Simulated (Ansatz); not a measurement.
# SiH2Br (doublet): the correlation ladder at distance Br1–H2 along a hydrogen transfer = 1.421 Å, cc-pVDZ

How much of the correlation energy of SiH2Br (doublet) does each wave-function method recover here?

Computed with Ansatz 0.2.0, Gaussian basis. Level: cc-pVDZ, core rule «outside noble gas», up to 19 orbitals frozen.

To be run: UHF; CCSD(T) on ROHF; CCSD(T) on UHF; BCCD(T) on ROHF; CISD; CCSDT(Q) on ROHF; CCSDT(Q) on UHF; CASSCF and MRCISD+Q, 3 electrons in 3 orbitals; CASSCF and NEVPT2, 3 electrons in 3 orbitals; CASSCF and MRCISD+Q, 13 electrons in 10 orbitals; CASSCF and NEVPT4(SD), 13 electrons in 10 orbitals; CASSCF and NEVPT2, 13 electrons in 10 orbitals.

10 further runs of the same task are left out: 8 that didn't finish, 2 set aside as unsound or not needed.

## Step 1: The system

The geometry derives from fragments relaxed apart (PBE0/def2-TZVP) and kept rigid, so it is no stationary point. A hydrogen atom is moved between rigid fragments. No spin-orbit coupling is included. The filled d shell of Br may be among the frozen orbitals whatever the setting's name suggests; the logs give the count.

4 atoms, charge 0, spin multiplicity 2.

Atoms are counted from 1 here; the program's logs count them from 0.

Bond lengths: Br1–H2 1.421 Å, Si3–H4 1.532 Å.

## Step 2: UHF

in.yaml

```yaml
crystal:
  periodic: [false, false, false]
  atoms:
    - {symbol: Br, position_ang: [-2.289259, 0.369878, 0.000000]}
    - {symbol: H, position_ang: [-0.868659, 0.369878, 0.000000]}
    - {symbol: Si, position_ang: [1.380741, 0.369878, 0.000000]}
    - {symbol: H, position_ang: [1.777176, -1.109635, 0.000000]}
basis:
  gaussian: {orbitals: cc-pVDZ}
magnetization: {spin_polarized: true, initial_magnetization: 1}
hamiltonian: {xc: hf}
output: {orbitals: {seedname: orbitals}}
```

On the command line:

```bash
ansatz run in.yaml --threads 1 --pin off --events-out ev --progress --plain --max-ram 2393MiB
```

The runs that follow: CCSD(T) on ROHF; CCSD(T) on UHF; BCCD(T) on ROHF; CISD; CCSDT(Q) on ROHF; CCSDT(Q) on UHF; CASSCF and MRCISD+Q, 3 electrons in 3 orbitals; CASSCF and NEVPT2, 3 electrons in 3 orbitals; CASSCF and MRCISD+Q, 13 electrons in 10 orbitals; CASSCF and NEVPT4(SD), 13 electrons in 10 orbitals; CASSCF and NEVPT2, 13 electrons in 10 orbitals.

Q: Predict the results of all the runs planned. Wanted: UCCSDT(Q) below the RHF energy; RMP2 from UCCSDT(Q); UMP2 from UCCSDT(Q); RCCSD from UCCSDT(Q); RCCSD(T) from UCCSDT(Q); UCCSD(T) from UCCSDT(Q); RCCSDT(Q) from UCCSDT(Q); NEVPT2 pair from UCCSDT(Q); NEVPT2 valence from UCCSDT(Q).

**Answer**, as computed:

```
                         quantity                                                                     value
   UCCSDT(Q) below the RHF energy                                                                -6.6399 eV
              RMP2 from UCCSDT(Q)                                                             +112.8 kJ/mol
              UMP2 from UCCSDT(Q)                                                             +114.4 kJ/mol
             RCCSD from UCCSDT(Q)                                                              +14.8 kJ/mol
          RCCSD(T) from UCCSDT(Q)                                                               +3.0 kJ/mol
          UCCSD(T) from UCCSDT(Q)                                                               +3.0 kJ/mol
         RCCSDT(Q) from UCCSDT(Q)                                                                0.0 kJ/mol
       NEVPT2 pair from UCCSDT(Q)                                                             +101.6 kJ/mol
    NEVPT2 valence from UCCSDT(Q)                                                             +124.0 kJ/mol
NEVPT4(SD) valence from UCCSDT(Q)                                                              +12.4 kJ/mol
levels within 1 kcal/mol (43 meV)  RCCSD(T), UCCSD(T), BCCD(T), RCCSDT, UCCSDT, RCCSDT(Q), MRCISD+Q valence
                    T1 diagnostic                                                                     0.015
   effectively unpaired electrons                                                                      1.04
```

RCCSD(T) lands +3.0 kJ/mol from the yardstick (0.5 % of the correlation energy). One determinant dominates. Of the multireference levels listed MRCISD+Q valence comes nearest in total energy (+2.6 kJ/mol), which doesn't show that its space is the better one. These misses are within one basis, not against nature; the frozen cores of restricted and unrestricted runs differ, which can shift their rows.
